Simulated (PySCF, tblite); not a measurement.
# C₅H₉PS: geometry, infrared bands and NMR shifts

What infrared bands and NMR shifts should C₅H₉PS (`C=C[C@@H]1CC[P@H]1=S`) show?

Computed with tblite 0.8.0 and PySCF 2.14.0, with density-fitted response routines of our own, on a single molecule in the gas phase. Atoms are numbered from 0 throughout.

### 1 The starting structure

16 atoms, charge 0, multiplicity 1; geometry from: force field or distance geometry start.

Bonds of the start (Å): C0–C1 1.32, C1–C2 1.45, C2–C3 1.53, C3–C4 1.54, C4–P5 1.83, P5–S6 1.70, P5–C2 1.80, C0–H7 1.09, C0–H8 1.10, C1–H9 1.10, C2–H10 1.12, C3–H11 1.10, C3–H12 1.11, C4–H13 1.10, C4–H14 1.10, P5–H15 1.38.

### 2 Relaxing the molecule with GFN2-xTB

Job settings and geometry (Å):

```
{"job": {"kind": "relax", "xc": "GFN2-xTB", "basis": "xTB"}, "charge": 0, "multiplicity": 1}
C      2.187600     0.473300    -0.789700
C      1.605900    -0.410500     0.007300
C      0.246800    -0.316800     0.500400
C     -0.823600    -1.020600    -0.331600
C     -1.846100    -0.199900     0.472200
P     -0.682800     1.191900     0.209300
S     -0.673200     2.375600     1.434100
H      3.222900     0.328700    -1.098400
H      1.636000     1.357900    -1.145400
H      2.239900    -1.259300     0.318300
H      0.130200    -0.654000     1.560200
H     -0.840100    -0.734900    -1.396100
H     -0.906500    -2.110200    -0.134000
H     -2.809700    -0.091000    -0.037200
H     -1.871400    -0.564000     1.508600
H     -0.823500     1.642700    -1.089200
```

Started as:

```console
> OMP_NUM_THREADS=1 python probes_run.py task.json out
```

One launch serves the whole session: the jobs run in the order shown.

The program printed:

```text
step      E/eV     max force
  0    -569.85596   16.166
  1    -570.77964    8.426
  2    -571.46053    4.930
  3    -571.87347    2.497
  4    -571.98083    1.284
  5    -572.13533    0.817
  6    -572.17270    0.807
  7    -572.20597    0.714
  8    -572.23745    0.408
  9    -572.25335    0.341
 10    -572.26381    0.321
 11    -572.27337    0.291
 12    -572.28244    0.283
 13    -572.29377    0.382
 14    -572.30652    0.345
 15    -572.31739    0.273
 16    -572.32524    0.205
 17    -572.33083    0.207
 18    -572.33557    0.202
 19    -572.34035    0.174
 20    -572.34533    0.181
 21    -572.35073    0.176
 22    -572.35607    0.183
 23    -572.36048    0.190
 24    -572.36396    0.145
 25    -572.36692    0.154
 26    -572.37039    0.145
 27    -572.37553    0.185
 28    -572.38200    0.204
 29    -572.38845    0.179
 30    -572.39313    0.151
 31    -572.39577    0.112
 32    -572.39783    0.098
 33    -572.40001    0.089
 34    -572.40207    0.101
 35    -572.40379    0.105
 36    -572.40501    0.082
 37    -572.40581    0.060
 38    -572.40638    0.060
 39    -572.40682    0.047
 40    -572.40720    0.047
 41    -572.40755    0.034
 42    -572.40782    0.041
 43    -572.40808    0.047
 44    -572.40840    0.052
 45    -572.40876    0.054
 46    -572.40917    0.057
 47    -572.40972    0.071
 48    -572.41049    0.079
 49    -572.41152    0.128
 50    -572.41289    0.151
 51    -572.41465    0.132
 52    -572.41695    0.138
 53    -572.41979    0.150
 54    -572.42270    0.181
 55    -572.42497    0.189
 56    -572.42581    0.201
 57    -572.42666    0.162
 58    -572.42789    0.082
 59    -572.42854    0.066
 60    -572.42909    0.058
 61    -572.42944    0.043
 62    -572.42976    0.044
 63    -572.43001    0.037
 64    -572.43021    0.029
 65    -572.43034    0.028
 66    -572.43042    0.022
 67    -572.43048    0.027
 68    -572.43057    0.026
 69    -572.43076    0.032
 70    -572.43095    0.033
 71    -572.43113    0.035
 72    -572.43129    0.033
 73    -572.43145    0.032
 74    -572.43162    0.042
 75    -572.43179    0.035
 76    -572.43188    0.021
 77    -572.43193    0.018
 78    -572.43199    0.018
 79    -572.43204    0.021
 80    -572.43209    0.016
 81    -572.43211    0.007
```

Wall time 0.56 s (1 thread of Arm Neoverse V1, shared host); peak memory 0.18 GiB.

The steps of the relaxation: (not every step is listed)

| step | energy from step 0 (eV) | largest force (eV/Å) |
| --- | --- | --- |
| 0 | 0.0000 | 16.1664 |
| 1 | -0.9237 | 8.4264 |
| 2 | -1.6046 | 4.9304 |
| 3 | -2.0175 | 2.4974 |
| 4 | -2.1249 | 1.2843 |
| 5 | -2.2794 | 0.8168 |
| 6 | -2.3167 | 0.8071 |
| 7 | -2.3500 | 0.7145 |
| 8 | -2.3815 | 0.4077 |
| 14 | -2.4506 | 0.3452 |
| 20 | -2.4894 | 0.1808 |
| 26 | -2.5144 | 0.1452 |
| 32 | -2.5419 | 0.0978 |
| 38 | -2.5504 | 0.0597 |
| 44 | -2.5524 | 0.0523 |
| 50 | -2.5569 | 0.1515 |
| 56 | -2.5698 | 0.2006 |
| 62 | -2.5738 | 0.0443 |
| 68 | -2.5746 | 0.0261 |
| 74 | -2.5757 | 0.0420 |
| 76 | -2.5759 | 0.0214 |
| 77 | -2.5760 | 0.0178 |
| 78 | -2.5760 | 0.0177 |
| 79 | -2.5761 | 0.0214 |
| 80 | -2.5761 | 0.0163 |
| 81 | -2.5761 | 0.0075 |

Close pairs (by a distance rule), those that changed most:

| bond | before (Å) | after (Å) | change (Å) |
| --- | --- | --- | --- |
| P5–S6 | 1.703 | 1.927 | +0.224 |
| C2–P5 | 1.796 | 1.866 | +0.070 |
| C1–C2 | 1.449 | 1.487 | +0.038 |
| C4–P5 | 1.833 | 1.860 | +0.027 |
| C3–H12 | 1.110 | 1.089 | -0.022 |
| C1–H9 | 1.104 | 1.083 | -0.021 |
| C2–H10 | 1.118 | 1.099 | -0.020 |
| C0–H8 | 1.101 | 1.082 | -0.020 |

The final coordinates are the input of the step that follows.

### 3 Vibrational analysis with GFN2-xTB

Job settings and geometry (Å):

```
{"job": {"kind": "ir", "xc": "GFN2-xTB", "basis": "xTB"}, "charge": 0, "multiplicity": 1}
C      2.263834     0.622532    -0.717301
C      1.615988    -0.443869    -0.290260
C      0.332127    -0.363266     0.454673
C     -0.866652    -1.195635    -0.057646
C     -1.968966    -0.179442     0.291009
P     -0.704166     1.183346     0.323016
S     -0.706915     2.653210     1.569666
H      3.199729     0.560521    -1.244442
H      1.873957     1.614798    -0.533325
H      1.994441    -1.444336    -0.459405
H      0.496470    -0.564197     1.522083
H     -0.794132    -1.334929    -1.136153
H     -0.979973    -2.169410     0.416060
H     -2.797028    -0.100386    -0.410773
H     -2.365826    -0.330938     1.297219
H     -0.600487     1.500946    -1.035831
```

The program printed:

```text
mode    cm-1     km/mol
  1      88.0      2.85
  2     110.4      0.84
  3     134.0      1.95
  4     166.7      4.80
  5     229.2      6.49
  6     334.5      3.14
  7     399.0      3.47
  8     511.4      2.45
  9     614.6     12.40
 10     659.4      2.46
 11     676.8     29.47
 12     726.0      6.95
 13     770.8     10.76
 14     812.3     47.18
 15     854.0     87.42
 16     896.5     12.18
 17     922.1     20.67
 18     955.1     77.03
 19     997.7     10.46
 20    1008.2     22.76
 21    1010.7     14.72
 22    1066.4      0.39
 23    1083.7      3.59
 24    1134.8      2.20
 25    1174.2     13.28
 26    1195.9      0.93
 27    1222.5      1.54
 28    1263.5      2.67
 29    1279.0      1.57
 30    1398.0      1.00
 31    1423.6      2.60
 32    1480.8      2.10
 33    1709.4     12.86
 34    2207.1    184.31
 35    2878.6     14.44
 36    2963.8      6.42
 37    2994.1     11.90
 38    3000.9     27.39
 39    3006.2     27.10
 40    3043.9     11.82
 41    3056.8     59.19
 42    3131.3     37.63
```

Run time: 0.55 s. Hardware: 1 thread of Arm Neoverse V1, shared host; peak memory 0.18 GiB.

Which atoms move in the most intense modes:

| cm⁻¹ | km/mol | atoms |
| --- | --- | --- |
| 677 | 29.5 | C4 26 %, P5 19 %, H14 17 % |
| 812 | 47.2 | H15 44 %, H13 11 %, C4 11 %, P5 10 % |
| 854 | 87.4 | P5 23 %, H15 21 %, H14 12 % |
| 955 | 77.0 | H15 25 %, H13 25 %, H14 12 % |
| 2207 | 184.3 | H15 97 % |
| 3001 | 27.4 | H13 46 %, H11 23 %, H12 21 % |
| 3057 | 59.2 | H8 72 %, H9 17 % |
| 3131 | 37.6 | H7 88 % |

### 4 Shielding tensors: PBE0/pcSseg-1

Settings changed since step 3:

```diff
@@ -1,2 +1,2 @@
-{"job": {"kind": "ir", "xc": "GFN2-xTB", "basis": "xTB"}, "charge": 0, "multiplicity": 1}
+{"job": {"kind": "nmr", "xc": "PBE0", "basis": "pcSseg-1"}, "charge": 0, "multiplicity": 1}
 C      2.263834     0.622532    -0.717301
```

Method: GIAO PBE0/pcSseg-1 NMR shielding, non-relativistic, gas phase.

The program printed:

```text
coarse grid: 14264 points
cycle   1  E = -934.7950267078  dE =  1.014e+00  |g| = 4.547e-01  |ddm| = 3.777e+00
cycle   2  E = -934.7543328853  dE =  4.069e-02  |g| = 5.934e-01  |ddm| = 1.711e+00
cycle   3  E = -934.8530990166  dE = -9.877e-02  |g| = 1.192e-01  |ddm| = 1.194e+00
cycle   4  E = -934.8568923393  dE = -3.793e-03  |g| = 3.432e-02  |ddm| = 2.283e-01
cycle   5  E = -934.8571854924  dE = -2.932e-04  |g| = 1.177e-02  |ddm| = 5.240e-02
cycle   6  E = -934.8572212984  dE = -3.581e-05  |g| = 3.596e-03  |ddm| = 1.529e-02
cycle   7  E = -934.8572240703  dE = -2.772e-06  |g| = 1.316e-03  |ddm| = 3.880e-03
final grid: 128064 points
cycle   8  E = -934.9035575933  dE = -3.028e-05  |g| = 9.297e-03  |ddm| = 3.279e-02
cycle   9  E = -934.9035354228  dE =  2.217e-05  |g| = 1.282e-02  |ddm| = 2.489e-02
cycle  10  E = -934.9035797705  dE = -4.435e-05  |g| = 1.593e-03  |ddm| = 1.771e-02
cycle  11  E = -934.9035805068  dE = -7.364e-07  |g| = 2.429e-04  |ddm| = 2.744e-03
cycle  12  E = -934.9035805179  dE = -1.108e-08  |g| = 1.156e-04  |ddm| = 3.323e-04
cycle  13  E = -934.9035805210  dE = -3.087e-09  |g| = 3.404e-05  |ddm| = 1.252e-04
cycle  14  E = -934.9035805213  dE = -2.767e-10  |g| = 1.155e-05  |ddm| = 4.614e-05
converged SCF energy = -934.9035805213

GIAO shielding tensors (ppm)
atom      isotropic    diamagn.    paramagn.     s11        s22        s33       span
  0 C       62.617     255.266    -192.649    -50.194     73.874    164.172    214.366
  1 C       42.042     253.869    -211.827    -78.656     51.482    153.301    231.958
  2 C      124.364     257.200    -132.836     96.007    120.722    156.363     60.356
  3 C      163.756     252.052     -88.296    152.942    157.510    180.816     27.874
  4 C      149.001     257.962    -108.961    122.963    142.781    181.259     58.296
  5 P      307.429     963.839    -656.410    176.933    277.309    468.044    291.112
  6 S      686.044    1056.927    -370.883    568.174    683.892    806.068    237.895
  7 H       26.242      28.475      -2.233     23.794     25.340     29.592      5.799
  8 H       25.836      31.574      -5.738     23.210     23.889     30.409      7.199
  9 H       25.501      30.615      -5.114     23.334     25.208     27.961      4.627
 10 H       28.212      32.690      -4.478     26.721     27.934     29.981      3.260
 11 H       30.211      32.372      -2.161     27.238     28.333     35.061      7.823
 12 H       29.503      31.173      -1.670     25.403     26.519     36.588     11.185
 13 H       29.231      30.345      -1.114     25.507     26.647     35.539     10.031
 14 H       29.404      31.279      -1.875     26.513     28.120     33.579      7.065
 15 H       24.539      29.461      -4.922     21.191     22.365     30.061      8.870
```

Run time: 32 s. Hardware: 1 thread of Arm Neoverse V1, shared host; peak memory 0.82 GiB.

The references, computed at this level on geometries of the same kind, shield at (ppm): 1H TMS 31.72, 13C TMS 186.9, 31P H3PO4 318.4, 33S CS2 504. Their shielding less the atom's gives the shift. The references are single molecules in the gas phase, so shifts against H2O, NH3, PH3, H3PO4 or CFCl3 are not on the usual liquid scales and can be off by tens of ppm.

| atoms | environment | σ (ppm) | δ (ppm) | δ scaled to CDCl3 |
| --- | --- | --- | --- | --- |
| C1 | alkene CH | 42.0 | 144.9 | 139.5 |
| C0 | terminal =CH2 carbon | 62.6 | 124.3 | 119.4 |
| C2 | allylic sp3 CH bonded to P | 124.4 | 62.6 | 59.1 |
| C4 | sp3 CH2 bonded to P | 149.0 | 37.9 | 35.1 |
| C3 | sp3 CH2 in a ring | 163.8 | 23.2 | 20.7 |
| H15 | hydrogen on a phosphorus bonded to 2 C, S, in a 4-membered ring | 24.54 | 7.18 | – |
| H9 | hydrogen on an alkene CH | 25.50 | 6.22 | 5.97 |
| H8 | hydrogen on a terminal =CH2 carbon | 25.84 | 5.88 | 5.65 |
| H7 | hydrogen on a terminal =CH2 carbon | 26.24 | 5.48 | 5.27 |
| H10 | hydrogen on an allylic sp3 CH bonded to P | 28.21 | 3.50 | 3.41 |
| H13 | hydrogen on an sp3 CH2 bonded to P | 29.23 | 2.49 | 2.45 |
| H14 | hydrogen on an sp3 CH2 bonded to P | 29.40 | 2.31 | 2.29 |
| H12 | hydrogen on an sp3 CH2 in a ring | 29.50 | 2.21 | 2.19 |
| H11 | hydrogen on an sp3 CH2 in a ring | 30.21 | 1.51 | 1.53 |
| P5 | phosphorus bonded to 2 C, S, H, in a 4-membered ring | 307.4 | 10.9 | – |
| S6 | sulfur bonded to P | 686 | -182 | – |

The scaled column applies a straight-line fit of computed shieldings to shifts measured in CDCl3, with any fitted terms for Cl, Br or S neighbours (root-mean-square error 0.16 ppm for H, 1.9 ppm for C).

The run also stored atomic charges by several schemes (e):

| atoms | Mulliken | IAO | Hirshfeld | ESP fit |
| --- | --- | --- | --- | --- |
| C0 | -0.16 | -0.31 | -0.10 | -0.33 |
| C1 | -0.13 | -0.14 | -0.04 | -0.31 |
| C2 | -0.46 | -0.32 | -0.06 | 0.20 |
| C3 | -0.17 | -0.27 | -0.07 | -0.31 |
| C4 | -0.40 | -0.48 | -0.11 | -0.05 |
| P5 | 0.44 | 0.91 | 0.31 | -0.03 |
| S6 | -0.36 | -0.56 | -0.32 | -0.32 |

Mayer bond orders: C0–C1 1.99, C1–C2 1.00, C2–C3 0.96, C3–C4 1.00, C4–P5 0.89, P5–S6 1.72, P5–C2 0.84.

Ring of atoms C2, C3, C4, P5: NICS(0) -4.4, NICS(1) -2.6, NICS(1)zz 2.9 ppm (means of both faces).

Orbitals, density, ELF and potential are computed afterwards from the orbital file.

Frontier orbitals at PBE0/pcSseg-1, with the share of their density that lies nearest to each atom:

| orbital | energy (eV) | lies on |
| --- | --- | --- |
| HOMO | -6.65 | S6 78 %; H15 6 % |
| LUMO | -0.16 | C0, C1 about 24 % each; H7, H8 about 8 % each; H9 6 % |

ELF in a plane through or near 6 of the atoms.

Ten even steps from '0' (0.00) to '9' (1.00):
```
0000000000000000000000000000
0000000000000001000000000000
0000000000002455541000000000
0000000000024678765200000000
0000000000025678875300000000
0000000010002456643100000000
0000000898102554641000000000
0000001999702337163100000000
0000355799502613497430000000
0003999384413663653461000000
0003999759666554682451000000
0000586135255472277310000000
0000000069961144264000000000
0000000299960015887200000000
0000000068820002686100000000
0000000000000000110000000000
0000000000000000000000000000
0000000000000000000000000000
0000000000000000000000000000
0000000000000000000000000000
```
The map spans 12.1 Å across and 11.1 Å up, centred on the molecule. Atoms in the plane (x, y in Å): C0 (-2.4, 0.2), C3 (1.0, -1.1), C4 (2.0, 0.1), P5 (0.6, 1.3), H7 (-3.5, 0.0), H8 (-2.2, 1.3).

On the surface of density 0.002 e/bohr³ the electrostatic potential runs, from the 1st to the 99th percentile, from -1.27 V near S6 to 1.06 V near H13.

### 5 Outcome

| quantity | value |
| --- | --- |
| strongest single infrared mode (GFN2-xTB) | 2207 cm⁻¹, 184 km/mol |
| zero-point energy (GFN2-xTB) | 78.0 kcal/mol |
| 13C shifts against TMS (PBE0/pcSseg-1) | 144.9, 124.3, 62.6, 37.9, 23.2 ppm |
| 1H shifts against TMS (PBE0/pcSseg-1) | 7.18, 6.22, 5.88, 5.48, 3.50, 2.49, 2.31, 2.21, 1.51 ppm |
| 31P shifts against H3PO4 (PBE0/pcSseg-1) | 10.9 ppm |
| 33S shifts against CS2 (PBE0/pcSseg-1) | -182 ppm |
| surface potential, 1st and 99th percentile | -1.27 V and 1.06 V |

What this shows: Relaxing lowered the energy by 2.576 eV in 81 steps; the close pair that moved most is P5–S6, from 1.703 to 1.927 Å. No mode is imaginary among the 42: a minimum at this level. The strongest single mode, at 2207 cm⁻¹, moves mainly H15. Unscaled tight-binding wavenumbers are off by several per cent, some by more. Its intensities can rank the bands wrongly. The most deshielded carbon is C1 (alkene CH), at 144.9 ppm: as expected for a trigonal carbon in a double bond. At PBE0/pcSseg-1: Shielding is most anisotropic at P5 (span 291 ppm, paramagnetic term -656 ppm).
